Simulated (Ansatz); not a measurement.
# C7H14: one species, many methods

An exercise on one series of results from a longer session: the logs are not shown, and one member is left open.

The runs use Ansatz 0.2.0, Gaussian basis; functionals in def2-TZVPP, the program's frozen cores in correlated methods.

Levels to be run: LDA (SPW92), PBE-D4, revPBE-D4, BLYP-D4, r2SCAN-D4, B97M-V, PBE0-D4, B3LYP-D4, r2SCANh-D4, r2SCAN0-D4, HSE06-D4, BHLYP-D4, CAM-B3LYP-D4, LC-ωPBE, ωB97X-V, ωB97M-V, B2PLYP, PBE-QIDH; CCSD(T)/def2-SVP; CCSD(T)/def2-TZVPP; MP2/def2-QZVPP; extrapolation to the limit; RPA on PBE.

## Structure used throughout

The geometry comes from an earlier relaxation with PBE0-D4 in a triple-zeta def2 set; it is a stationary point, not always the lowest conformer.

SMILES `C=C(CC)C(C)C`, 21 atoms, charge 0, spin multiplicity 1.

Atoms are counted from 1 here; the program's logs count them from 0.

Bond lengths: C1–C2 1.329 Å, C1–H8 1.083 Å, C1–H9 1.085 Å, C2–C3 1.504 Å, C2–C5 1.511 Å, C3–C4 1.526 Å, C3–H10 1.096 Å, C3–H11 1.093 Å, C4–H12 1.092 Å, C4–H13 1.093 Å, C4–H14 1.093 Å, C5–C6 1.520 Å, C5–C7 1.530 Å, C5–H15 1.098 Å, C6–H16 1.093 Å, C6–H17 1.093 Å, C6–H18 1.092 Å, C7–H19 1.092 Å and more. Angles: C2–C1–H8 122.5°, C2–C1–H9 120.9°, H8–C1–H9 116.6°, C1–C2–C3 120.7°, C1–C2–C5 123.2°, C3–C2–C5 116.0°, C2–C3–C4 112.7°, C2–C3–H10 109.9°, C2–C3–H11 109.3°, C4–C3–H10 109.0°, C4–C3–H11 109.3°, H10–C3–H11 106.5°, C3–C4–H12 110.6°, C3–C4–H13 111.7°, C3–C4–H14 110.9°, H12–C4–H13 107.7°, H12–C4–H14 108.2°, H13–C4–H14 107.5° and more.

The first run:

File in.yaml:

```yaml
crystal:
  periodic: [false, false, false]
  atoms:
    - {symbol: C, position_ang: [-0.731500, -1.751169, 0.271993]}
    - {symbol: C, position_ang: [-0.036623, -0.671178, -0.071821]}
    - {symbol: C, position_ang: [0.968111, -0.727811, -1.189355]}
    - {symbol: C, position_ang: [0.446930, -0.104498, -2.481263]}
    - {symbol: C, position_ang: [-0.198412, 0.668385, 0.607384]}
    - {symbol: C, position_ang: [-1.518391, 0.841747, 1.340224]}
    - {symbol: C, position_ang: [0.971863, 0.924473, 1.559120]}
    - {symbol: H, position_ang: [-1.490229, -1.733451, 1.044715]}
    - {symbol: H, position_ang: [-0.561107, -2.702707, -0.220643]}
    - {symbol: H, position_ang: [1.887519, -0.212345, -0.890205]}
    - {symbol: H, position_ang: [1.241778, -1.769711, -1.375716]}
    - {symbol: H, position_ang: [-0.440036, -0.635298, -2.834326]}
    - {symbol: H, position_ang: [0.173569, 0.944370, -2.343193]}
    - {symbol: H, position_ang: [1.204531, -0.146187, -3.267396]}
    - {symbol: H, position_ang: [-0.151489, 1.433542, -0.178671]}
    - {symbol: H, position_ang: [-1.604434, 1.858959, 1.729832]}
    - {symbol: H, position_ang: [-1.592329, 0.160929, 2.192584]}
    - {symbol: H, position_ang: [-2.369690, 0.653534, 0.682777]}
    - {symbol: H, position_ang: [1.937498, 0.835016, 1.057694]}
    - {symbol: H, position_ang: [0.953147, 0.204179, 2.381280]}
    - {symbol: H, position_ang: [0.909284, 1.929219, 1.984976]}
basis:
  gaussian: {orbitals: def2-TZVPP}
hamiltonian: {xc: lda}
output: {orbitals: {seedname: orbitals}}
```

Started as:

```sh
$ ansatz run in.yaml --threads 2 --pin off --events-out ev --progress --plain --max-ram 32768MiB --backend cuda --devices 0, --max-vram 18GiB
```

Among the steps run: LDA; PBE-D4 (GGA); revPBE-D4 (GGA); BLYP-D4 (GGA); r2SCAN-D4 (meta-GGA); B97M-V (meta-GGA); B3LYP-D4 (hybrid); r2SCANh-D4 (hybrid); r2SCAN0-D4 (hybrid); HSE06-D4 (hybrid); BHLYP-D4 (hybrid); CAM-B3LYP-D4 (range-separated); LC-ωPBE (range-separated); ωB97X-V (range-separated); ωB97M-V (range-separated); B2PLYP (double hybrid); PBE-QIDH (double hybrid).

One table of the session follows, with a row left open; its other results are not shown here.

It belongs to the step «Frontier levels by functional». 

```
  functional  HOMO (eV)  LUMO (eV)  gap (eV)
 LDA (SPW92)      -6.09      -0.75      5.34
      PBE-D4      -5.91      -0.52      5.39
   revPBE-D4      -5.84      -0.43      5.41
     BLYP-D4      -5.76      -0.39      5.36
   r2SCAN-D4      -6.09      -0.27      5.82
      B97M-V      -6.14      -0.25      5.89
     PBE0-D4      -7.01       0.50      7.51
    B3LYP-D4      -6.80       0.25      7.05
  r2SCANh-D4      -6.51       0.10      6.61
  r2SCAN0-D4      -7.14       0.64      7.78
    HSE06-D4      -6.61       0.11      6.73
    BHLYP-D4      -7.97       1.57      9.54
CAM-B3LYP-D4      -8.34       1.61      9.95
     LC-ωPBE      -9.72       2.79     12.51
     ωB97X-V          ?          ?         ?
     ωB97M-V      -9.27       2.49     11.76
```

**Question.** Estimate the row for ωB97X-V.

The run gave: HOMO (eV): -9.35; LUMO (eV): 2.68; gap (eV): 12.02. In the column «HOMO (eV)» it lies between LC-ωPBE (-9.72) and ωB97M-V (-9.27).
